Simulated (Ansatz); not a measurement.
# Mn3Si (Fm-3m): equation of state

How stiff is Mn3Si (Fm-3m)? Energies and pressures are computed at volumes on both sides of the relaxed cell and fitted.

Method: DFT LDA, scalar-relativistic, plane waves, PAW, in Ansatz 0.2.0.

## 1. Starting point

It takes space group Fm-3m (No. 225, cubic). Conventional cell: a = 5.493 Å, b = 5.493 Å, c = 5.493 Å, α = 90.00°, β = 90.00°, γ = 90.00°. Mn (site symmetry m-3m) is surrounded by 8 Mn at 2.38 Å and 6 Si at 2.75 Å. Mn (site symmetry -43m) is surrounded by 4 Mn at 2.38 Å and 4 Si at 2.38 Å. Si (site symmetry m-3m) has 14 Mn at 2.38 to 2.75 Å as nearest neighbours.

Structure file:

```
Mn Si
1.0
    -2.74953   -2.74953    5.49485
    -5.49485   -2.74953    2.74953
    -2.74953   -5.49485    2.74953
Mn Si
6 2
Direct
  0.25000 0.25000 0.25000
  0.62494 0.62494 0.62494
  0.87506 0.87506 0.87506
  0.75000 0.75000 0.75000
  0.12494 0.12494 0.12494
  0.37506 0.37506 0.37506
  0.00000 0.00000 0.00000
  0.50000 0.50000 0.50000
```

An earlier run at LDA left this cell at 10.357 Å³/atom and 0.00 GPa (12×12×12 mesh). The large moments point both ways and cancel.

Volume factors to run: 0.980, 1.020, 0.960, 1.040.

## 2. At 0.980 of the relaxed volume

input.yaml reads:

```yaml
crystal:
  lattice:
    - [-2.7310788976, -2.7310788976, 5.4579713862]
    - [-5.4579713862, -2.7310788976, 2.7310788976]
    - [-2.7310788976, -5.4579713862, 2.7310788976]
  atoms:
    - { symbol: Mn, position: [1.25, -0.75, -0.75], spin: 1.87 }
    - { symbol: Mn, position: [0.6249390717, -0.3750609283, -0.3750609283], spin: -0.12 }
    - { symbol: Mn, position: [1.8750609283, -1.1249390717, -1.1249390717], spin: -0.12 }
    - { symbol: Si, position: [-1.098e-07, -1.098e-07, -1.098e-07] }
    - { symbol: Mn, position: [1.75, -0.25, -0.25], spin: -1.87 }
    - { symbol: Mn, position: [1.1249386623, 0.1249386623, 0.1249386623], spin: 0.12 }
    - { symbol: Mn, position: [2.3750613377, -0.6249386623, -0.6249386623], spin: 0.12 }
    - { symbol: Si, position: [0.5000001098, 0.5000001098, 0.5000001098] }
basis:
  ecutwfc: 420
  ecutrho_ratio: 4
kpoints:
  mp_grid: { grid: [12, 12, 12] }
hamiltonian:
  xc: lda
scf:
  occupations: { method: gaussian, width: 0.05 }
output:
  forces: true
  stress: true
  eigenvalues: true
  populations: true
magnetization:
  spin_polarized: true
relax:
  f_tol: 0.01
  max_steps: 40
  cell: { stress_tol: 0.1, fix: [volume] }
```

Launch:

```bash
$ ansatz run input.yaml --threads 2 --pin off --max-ram 5120MiB --backend cpu --events-out ev --progress --plain --runs-dir out
```

The runs that follow: At 1.020 of the relaxed volume; Scaling the volume by 0.960; At 1.040 of the relaxed volume.

What does the calculation give? Wanted: V0; B0; B0′; scatter of the fit.

**Answer**, as computed:

| quantity | value |
| --- | --- |
| V0 | 10.358 Å³/atom |
| B0 | 277 GPa |
| B0′ | 4.6 |
| scatter of the fit | 0.000 meV/atom |

What this shows: A third-order Birch–Murnaghan fit puts the minimum at 10.36 Å³/atom with a bulk modulus of 277 GPa, a stiff solid. One per cent of compression takes about 2.8 GPa. The moment on atom 1 grows from 1.55 to 1.84 μB on expansion. These are values at 0 K without zero-point motion.
